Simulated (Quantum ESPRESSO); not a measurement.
# Si3S (Im-3m) in Quantum ESPRESSO: settings compared, part 2 of 3

Quantum ESPRESSO 7.5. The steps go on from the part before.

### Step 3. Phonons, AM05

pw.in

```
&CONTROL
  calculation = 'scf'
  prefix = 'pwscf'
  outdir = './tmp'
  pseudo_dir = './pseudo'
  tprnfor = .true.
  tstress = .true.
  disk_io = 'low'
/
&SYSTEM
  ibrav = 0
  nat = 4
  ntyp = 2
  ecutwfc = 52
  nbnd = 15
  input_dft = 'XC-000I-000I-120L-135L-000I-000I'
  occupations = 'smearing'
  smearing = 'fd'
  degauss = 0.00367493
/
&ELECTRONS
  conv_thr = 8d-10
  electron_maxstep = 120
  mixing_beta = 0.5
/
ATOMIC_SPECIES
Si    28.0850 Si.upf
S     32.0600 S.upf
CELL_PARAMETERS angstrom
  -2.5254800000    2.5254800000    2.5254800000
   2.5254800000   -2.5254800000    2.5254800000
   2.5254800000    2.5254800000   -2.5254800000
ATOMIC_POSITIONS crystal
Si     0.0000000000    0.5000000000    0.5000000000
Si     0.5000000000    0.0000000000    0.5000000000
Si     0.5000000000    0.5000000000    0.0000000000
S      0.0000000000    0.0000000000    0.0000000000
K_POINTS automatic
6 6 6 1 1 1
```

relax.in

```
&CONTROL
  calculation = 'vc-relax'
  prefix = 'pwscf'
  outdir = './tmp'
  pseudo_dir = './pseudo'
  tprnfor = .true.
  tstress = .true.
  disk_io = 'low'
  nstep = 40
  forc_conv_thr = 0.0001
  etot_conv_thr = 1d-06
/
&SYSTEM
  ibrav = 0
  nat = 4
  ntyp = 2
  ecutwfc = 52
  nbnd = 15
  input_dft = 'XC-000I-000I-120L-135L-000I-000I'
  occupations = 'smearing'
  smearing = 'fd'
  degauss = 0.00367493
/
&ELECTRONS
  conv_thr = 8d-10
  electron_maxstep = 120
  mixing_beta = 0.5
/
&IONS
  ion_dynamics = 'bfgs'
/
&CELL
  cell_dynamics = 'bfgs'
  press = 0
  press_conv_thr = 0.2
/
ATOMIC_SPECIES
Si    28.0850 Si.upf
S     32.0600 S.upf
CELL_PARAMETERS angstrom
  -2.5254800000    2.5254800000    2.5254800000
   2.5254800000   -2.5254800000    2.5254800000
   2.5254800000    2.5254800000   -2.5254800000
ATOMIC_POSITIONS crystal
Si     0.0000000000    0.5000000000    0.5000000000
Si     0.5000000000    0.0000000000    0.5000000000
Si     0.5000000000    0.5000000000    0.0000000000
S      0.0000000000    0.0000000000    0.0000000000
K_POINTS automatic
6 6 6 1 1 1
```

scf2.in

```
&CONTROL
  calculation = 'scf'
  prefix = 'pwscf'
  outdir = './tmp'
  pseudo_dir = './pseudo'
  tprnfor = .true.
  tstress = .true.
  disk_io = 'low'
/
&SYSTEM
  ibrav = 0
  nat = 4
  ntyp = 2
  ecutwfc = 52
  nbnd = 15
  input_dft = 'XC-000I-000I-120L-135L-000I-000I'
  occupations = 'smearing'
  smearing = 'fd'
  degauss = 0.00367493
/
&ELECTRONS
  conv_thr = 1d-13
  electron_maxstep = 120
  mixing_beta = 0.5
  startingpot = 'file'
  startingwfc = 'file'
/
ATOMIC_SPECIES
Si    28.0850 Si.upf
S     32.0600 S.upf
CELL_PARAMETERS angstrom
  -2.4927449341    2.4927449341    2.4927449341
   2.4927449341   -2.4927449341    2.4927449341
   2.4927449341    2.4927449341   -2.4927449341
ATOMIC_POSITIONS crystal
Si     0.0000000000    0.5000000000    0.5000000000
Si     0.5000000000    0.0000000000    0.5000000000
Si     0.5000000000    0.5000000000    0.0000000000
S      0.0000000000    0.0000000000    0.0000000000
K_POINTS automatic
6 6 6 1 1 1
```

ph.in

```
phonons of Si3S
&INPUTPH
  prefix = 'pwscf'
  outdir = './tmp'
  tr2_ph = 1d-18
  fildyn = 'dyn'
  niter_ph = 90
  alpha_mix(1) = 0.4
/
0.0000000000 0.0000000000 0.0000000000
```

dynmat.in

```
&INPUT
  fildyn = 'dyn'
  asr = 'crystal'
  filout = 'dynmat.disp'
  fileig = 'dynmat.eig'
/
```

Potentials or basis: PseudoDojo 0.4.1 SR PBE standard.

Run with:

```
> OMP_NUM_THREADS=1 pw.x -in pw.in > pw.out
> OMP_NUM_THREADS=1 pw.x -in relax.in > relax.out
> OMP_NUM_THREADS=1 pw.x -in scf2.in > scf2.out
> OMP_NUM_THREADS=1 ph.x -in ph.in > ph.out
> OMP_NUM_THREADS=1 dynmat.x -in dynmat.in > dynmat.out
```

pw.out:

```text
This program is part of the open-source Quantum ESPRESSO suite
     for quantum simulation of materials; please cite
         "P. Giannozzi et al., J. Phys.:Condens. Matter 21 395502 (2009);
         "P. Giannozzi et al., J. Phys.:Condens. Matter 29 465901 (2017);
         "P. Giannozzi et al., J. Chem. Phys. 152 154105 (2020);
     in publications or presentations arising from this work. More details at

     IMPORTANT: XC functional enforced from input :
     Exchange-correlation= XC-000I-000I-120L-135L-000I-000I
                           (   0   0 120 135   0   0   0)
     Any further DFT definition will be discarded
     Please, verify this is what you really want

     Message from routine setup:
     using ibrav=0 with symmetry is DISCOURAGED, use correct ibrav instead

     G-vector sticks info
     --------------------
     sticks:   dense  smooth     PW     G-vecs:    dense   smooth      PW
     Sum        1051    1051    311                21913    21913    3511

     Using Slab Decomposition

     bravais-lattice index     =            0
     lattice parameter (alat)  =       8.2662  a.u.
     unit-cell volume          =     434.7989 (a.u.)^3
     number of atoms/cell      =            4
     number of atomic types    =            2
     number of electrons       =        18.00
     number of Kohn-Sham states=           15
     kinetic-energy cutoff     =      52.0000  Ry
     charge density cutoff     =     208.0000  Ry
     scf convergence threshold =      8.0E-10
     mixing beta               =       0.5000
     number of iterations used =            8  plain     mixing
     Exchange-correlation= XC-000I-000I-120L-135L-000I-000I
                           (   0   0 120 135   0   0   0)

     celldm(1)=   8.266153  celldm(2)=   0.000000  celldm(3)=   0.000000
     celldm(4)=   0.000000  celldm(5)=   0.000000  celldm(6)=   0.000000

     crystal axes: (cart. coord. in units of alat)
               a(1) = (  -0.577350   0.577350   0.577350 )
               a(2) = (   0.577350  -0.577350   0.577350 )
               a(3) = (   0.577350   0.577350  -0.577350 )

     reciprocal axes: (cart. coord. in units 2 pi/alat)
               b(1) = ( -0.000000  0.866025  0.866025 )
               b(2) = (  0.866025 -0.000000  0.866025 )
               b(3) = (  0.866025  0.866025  0.000000 )

     PseudoPot. # 1 for Si read from file:
     Si.upf
     Pseudo is Norm-conserving + core correction, Zval =  4.0
     Generated using ONCVPSP code by D. R. Hamann
     Using radial grid of 1510 points,  6 beta functions with:
                l(1) =   0
                l(2) =   0
                l(3) =   1
                l(4) =   1
                l(5) =   2
                l(6) =   2

[... 60 lines left out ...]
     Self-consistent Calculation

     iteration #  1     ecut=    52.00 Ry     beta= 0.50
     Davidson diagonalization with overlap
     ethr =  1.00E-02,  avg # of iterations =  5.3

     Threshold (ethr) on eigenvalues was too large:
     Diagonalizing with lowered threshold

     Davidson diagonalization with overlap
     ethr =  2.00E-04,  avg # of iterations =  5.5

     total energy              =     -47.27643659 Ry
     estimated scf accuracy    <       0.03594834 Ry
[... 43 lines left out ...]
     iteration #  8     ecut=    52.00 Ry     beta= 0.50
     Davidson diagonalization with overlap
     ethr =  2.02E-11,  avg # of iterations =  3.5

     End of self-consistent calculation

          k = 0.1443 0.1443 0.1443 (  2758 PWs)   bands (ev):

    -6.0098  -0.2731   2.8518   2.8518   4.6749   5.0633   5.0633   6.6555
     7.7954   7.7954  11.7535  12.1764  12.1764  12.8028  12.8028
[... 18 lines left out ...]
    -5.1506  -1.1280  -0.0603   1.2443   5.4756   6.1594   7.1410   7.9793
     8.8693  10.1853  10.7660  11.1338  11.4260  13.3949  14.8290

          k = 0.0000-0.1443 0.2887 (  2758 PWs)   bands (ev):

    -5.8261  -0.6207   2.3037   3.4109   3.5302   4.6710   5.7050   6.4915
     8.1739   9.6999  10.3270  11.7543  13.0697  13.0739  14.0874

          k =-0.0000-0.2887 0.4330 (  2740 PWs)   bands (ev):

    -5.3137  -1.4533   1.2315   3.0365   3.0730   5.3881   5.7417   7.2885
     8.7748  10.0509  11.4594  11.9783  13.8182  14.1680  15.3281

          k = 0.1443-0.1443 0.4330 (  2750 PWs)   bands (ev):

    -5.3900  -1.0945   0.8026   3.2537   3.7198   4.2493   6.7692   6.8609
     7.8210  10.1757  11.6799  12.7473  13.4993  14.0141  14.9752

          k =-0.7217-0.2887-0.2887 (  2751 PWs)   bands (ev):

    -5.1198  -1.2305  -0.0011   3.0991   3.5914   5.1039   5.7569   6.9500
     8.6943  11.5486  12.0542  12.2003  13.4973  14.0454  15.7681

          k = 0.4330 0.4330 0.4330 (  2760 PWs)   bands (ev):
[... 11 lines left out ...]
    -5.1240  -1.0164   0.6143   2.2702   3.2841   4.8700   5.2462   6.7274
     8.0975  12.1855  12.8609  13.2930  14.0583  14.7866  15.3047

          k =-0.7217-0.1443-0.1443 (  2739 PWs)   bands (ev):

    -4.9869  -0.3651  -0.3651   2.5177   3.3390   3.3390   5.4001   8.0235
     8.0235  11.3369  14.2932  14.2932  14.2999  15.2751  15.2754

          k =-0.0000-0.0000 0.7217 (  2739 PWs)   bands (ev):

    -4.9279  -0.2757   0.6474   1.7831   1.7831   2.8780   7.2562   7.7734
     7.7734  11.1041  13.6349  14.6363  14.6363  14.9608  16.5491

     the Fermi energy is     9.2737 ev

!    total energy              =     -47.27633722 Ry
     estimated scf accuracy    <          2.6E-10 Ry
     smearing contrib. (-TS)   =      -0.00077320 Ry
     internal energy E=F+TS    =     -47.27556402 Ry

     The total energy is F=E-TS. E is the sum of the following terms:
     one-electron contribution =      14.70916090 Ry
     hartree contribution      =       2.58770152 Ry
     xc contribution           =     -15.48621226 Ry
     ewald contribution        =     -49.08621418 Ry

     convergence has been achieved in   8 iterations

     Forces acting on atoms (cartesian axes, Ry/au):

     atom    1 type  1   force =     0.00000000    0.00000000    0.00000000
     atom    2 type  1   force =    -0.00000000    0.00000000   -0.00000000
     atom    3 type  1   force =     0.00000000    0.00000000    0.00000000
     atom    4 type  2   force =    -0.00000000   -0.00000000   -0.00000000

     Total force =     0.000000     Total SCF correction =     0.000000

     Computing stress (Cartesian axis) and pressure

          total   stress  (Ry/bohr**3)                   (kbar)     P=      -40.21
  -0.00027333   0.00000000   0.00000000          -40.21        0.00        0.00
   0.00000000  -0.00027333   0.00000000            0.00      -40.21        0.00
   0.00000000   0.00000000  -0.00027333            0.00        0.00      -40.21

=------------------------------------------------------------------------------=
   JOB DONE.
=------------------------------------------------------------------------------=
```

relax.out:

```text
This program is part of the open-source Quantum ESPRESSO suite
     for quantum simulation of materials; please cite
         "P. Giannozzi et al., J. Phys.:Condens. Matter 21 395502 (2009);
         "P. Giannozzi et al., J. Phys.:Condens. Matter 29 465901 (2017);
         "P. Giannozzi et al., J. Chem. Phys. 152 154105 (2020);
[... 1326 lines left out ...]
  -0.00000000  -0.00000020  -0.00000000           -0.00       -0.03       -0.00
  -0.00000000  -0.00000000  -0.00000020           -0.00       -0.00       -0.03

=------------------------------------------------------------------------------=
   JOB DONE.
=------------------------------------------------------------------------------=
```

scf2.out:

```text
This program is part of the open-source Quantum ESPRESSO suite
     for quantum simulation of materials; please cite
         "P. Giannozzi et al., J. Phys.:Condens. Matter 21 395502 (2009);
         "P. Giannozzi et al., J. Phys.:Condens. Matter 29 465901 (2017);
         "P. Giannozzi et al., J. Chem. Phys. 152 154105 (2020);
[... 236 lines left out ...]
   0.00000000  -0.00000020   0.00000000            0.00       -0.03        0.00
   0.00000000  -0.00000000  -0.00000020            0.00       -0.00       -0.03

=------------------------------------------------------------------------------=
   JOB DONE.
=------------------------------------------------------------------------------=
```

Wall time 11 min (1 thread of Intel Xeon at 2.50GHz (Skylake/Cascade Lake), shared host); peak memory 0.08 GiB.

What came out:

```yaml
Free_energy: -643.2594 eV
Relaxed_volume: 15.49 Å³/atom
Relaxed_cell: a = 4.318 Å, b = 4.318 Å, c = 4.318 Å, α = 109.47°, β = 109.47°, γ = 109.47°
Space_group_after_relaxing_to_0.05_Å: Im-3m (No. 229)
Pressure_after_relaxing: 0.0 GPa
Band_gap_on_the_k_mesh: none (metal or under the smearing width)
Highest_phonon_frequency_at_Γ: 366 cm⁻¹
Most_unstable_mode: 94i cm⁻¹
```

The path:
| step | energy change (eV) | largest force (eV/Å) | pressure (GPa) | volume (Å³) |
| --- | --- | --- | --- | --- |
| 1 | 0.0000 | 0.0000 | -4.02 | 64.43 |
| 2 | -0.0248 | 0.0000 | -2.00 | 63.12 |
| 3 | -0.0321 | 0.0000 | 0.15 | 61.87 |
| 4 | -0.0322 | 0.0000 | -0.01 | 61.96 |
| 5 | -0.0322 | 0.0000 | 0.00 | 61.96 |

Final structure:
```cif
data_structure
_symmetry_space_group_name_H-M 'P 1'
_symmetry_Int_Tables_number 1
_cell_length_a 4.3176
_cell_length_b 4.3176
_cell_length_c 4.3176
_cell_angle_alpha 109.471
_cell_angle_beta 109.471
_cell_angle_gamma 109.471
_cell_volume 61.96
loop_
_atom_site_label
_atom_site_type_symbol
_atom_site_fract_x
_atom_site_fract_y
_atom_site_fract_z
_atom_site_occupancy
Si1 Si 0.00000 0.50000 0.50000 1
Si2 Si 0.50000 0.00000 0.50000 1
Si3 Si 0.50000 0.50000 0.00000 1
S1 S 0.00000 0.00000 0.00000 1
```

Levels at points of the mesh, in eV from the Fermi level:
| k point | band 5 | band 6 | band 7 | band 8 | band 9 | band 10 | band 11 | band 12 | band 13 | band 14 |
| --- | --- | --- | --- | --- | --- | --- | --- | --- | --- | --- |
| (0.08, 0.08, 0.08) | -4.73 | -4.33 | -4.33 | -2.72 | -1.47 | -1.47 | 2.36 | 2.82 | 2.82 | 3.56 |

Phonon frequencies in cm⁻¹ (negative: imaginary):
```
              q point                                   frequencies
(0.000, 0.000, 0.000)  -94 -94 -94 -9 -9 -9 208 208 208 366 366 366
```

Optical modes at Γ, degenerate ones joined:
```
cm⁻¹  components  symmetry  active in
 94i           3       T1u         IR
 208           3       T1u         IR
 366           3       T2u     silent
```

Caveat: the k mesh is coarse; the mesh is thin for the phonons of a metal; the potentials were made for another functional, which shifts forces and pressure; some modes are imaginary.

[end of part 2 of 3]
